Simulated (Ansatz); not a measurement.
Consider a ranking of structure types by relaxed energy of LiBi on several prototypes (the Ansatz DFT code, driven from Python).

`prototypes_libi.py`:
```python
"""Structural preference of LiBi among simple prototypes."""

import warnings

import ansatz
import numpy as np
import spglib


def cscl(first, second, a):
    return (
        ansatz.Lattice.cubic(a)
        .space_group(221)
        .atom(first, (0, 0, 0))
        .atom(second, (0.5, 0.5, 0.5))
    )


def cuau(first, second, a):
    return (
        ansatz.Lattice.from_parameters(a, a, 1.35 * a, alpha=90, beta=90, gamma=90)
        .space_group(123)
        .atom(first, (0, 0, 0))
        .atom(second, (0.5, 0.5, 0.5))
    )


def wurtzite(first, second, a):
    return (
        ansatz.Lattice.from_parameters(a, a, 1.633 * a, alpha=90, beta=90, gamma=120)
        .space_group(186)
        .atom(first, (1 / 3, 2 / 3, 0))
        .atom(second, (1 / 3, 2 / 3, 0.375))
    )


def compute(name, crystal, relax=True):
    calc = (
        crystal.calculation()
        .functional("lda")
        .basis(530)
        .mixing("anderson", preconditioner="kerker_dos")
        .scf(tolerance=1e-05, lower_state_search="light")
        .kpoints(spacing=0.26)  # sampling of the Brillouin zone
        .occupations("gaussian", width=0.05)  # smearing steadies the SCF of a metal
        .stress()
        .band_table()  # levels at the mesh points
    )
    if relax:
        calc = calc.relax(force_tolerance=0.02, max_steps=60, cell=True)
    return calc.run()

def bulk_modulus(name, outcome, step=0.02):
    # B = -V dP/dV from the pressures of two uniformly scaled cells, atoms held at their fractions
    pressure = []
    for factor in (1 - step, 1.0, 1 + step):
        cell = ansatz.Crystal(lattice=ansatz.Lattice.of(outcome.lattice.cell_ang * factor ** (1 / 3)))
        for site in outcome.report["lattice"]["sites"]:
            cell = cell.atom(site["symbol"], site["position_frac"])
        pressure.append(np.trace(compute(name, cell, relax=False).report["stress_gpa"]) / 3)
    slope, bend = (pressure[0] - pressure[2]) / (2 * step), abs(pressure[0] + pressure[2] - 2 * pressure[1])
    # a jump of mesh or basis between the cells shows as a kink: no modulus then
    return float(slope) if bend < 12 * step**2 * abs(slope) + 0.15 and abs(pressure[1]) < 1.5 else float("nan")

def relaxed_twice(name, crystal):
    # the second pass draws mesh and plane waves anew for the relaxed cell
    first = compute(name, crystal)
    again = ansatz.Crystal(lattice=ansatz.Lattice.of(first.lattice.cell_ang))
    for site in first.report["lattice"]["sites"]:
        again = again.atom(site["symbol"], site["position_frac"])
    return compute(name, again)


def pressure_gpa(outcome):
    return float(np.trace(outcome.report["stress_gpa"]) / 3)


def volume_per_atom(outcome):
    return abs(np.linalg.det(outcome.lattice.cell_ang)) / len(outcome.lattice.sites)


def space_group(outcome):
    sites = outcome.report["lattice"]["sites"]
    kinds = sorted({site["symbol"] for site in sites})
    cell = (outcome.lattice.cell_ang, [site["position_frac"] for site in sites], [kinds.index(site["symbol"]) for site in sites])
    return spglib.get_spacegroup(cell, symprec=0.01)

# a is a first guess in angstrom
warnings.simplefilter("ignore")

phases = {}
phases["CsCl"] = cscl("Li", "Bi", 3.54)
phases["CuAu"] = cuau("Li", "Bi", 3.28)
phases["wurtzite"] = wurtzite("Li", "Bi", 4.35)

done = {}
for name, crystal in phases.items():
    try:
        done[name] = relaxed_twice(name, crystal)
    except ansatz.NonConvergedError as error:
        print(name, "did not converge:", str(error)[:120])

energy = {name: o.report["energy_sigma0_ev"] / len(o.lattice.sites) for name, o in done.items()}
lowest = min(energy.values())
rows = [(name, len(o.lattice.sites), 1000 * (energy[name] - lowest), pressure_gpa(o), volume_per_atom(o), space_group(o), bulk_modulus(name, o)) for name, o in done.items()]
rows.sort(key=lambda row: row[2])
print("     phase       atoms  dE (meV/atom)     P (GPa)  V (A^3/atom)  space group     B (GPa)")
for row in rows:
    print(f"{str(row[0]):>10}  {row[1]:10d}  {row[2]:13.1f}  {row[3]:10.2f}  {row[4]:12.3f}  {str(row[5]):>11}  {row[6]:10.0f}")
print("order:", " < ".join(row[0] for row in rows))
```

Which of these structures comes out lowest, and how far apart are they?

By space group at the end of each run: P4/mmm (+0 meV an atom, 22.1 Å³), Pm-3m (+49 meV an atom, 21.9 Å³) and P6_3/mmc (+423 meV an atom, 26.2 Å³).

The output:

```console
$ python prototypes_libi.py
     phase       atoms  dE (meV/atom)     P (GPa)  V (A^3/atom)  space group     B (GPa)
      CuAu           2            0.0        0.01        22.130  P4/mmm (123)          45
      CsCl           2           49.4       -0.01        21.904  Pm-3m (221)          44
  wurtzite           4          423.2        0.02        26.184  P6_3/mmc (194)          29
order: CuAu < CsCl < wurtzite
```

These settings explore the input space; cutoff and mesh may be short of convergence. The program warned that this SCF threshold is loose for forces or stresses. Pressure is positive in compression. Spin-orbit coupling, which matters for elements this heavy, is left out. The cells are built on prototypes, so most aren't the phase found in nature. Rows bear the name of their start, and a relaxation keeps or raises the symmetry. Differences under about 40 meV an atom lie within the error of mesh and functional. The script silences warnings, which a real study should read. Timing: 2.9 min on 1 thread of Arm Neoverse V1, with other jobs on the host, peak memory 0.48 GiB.
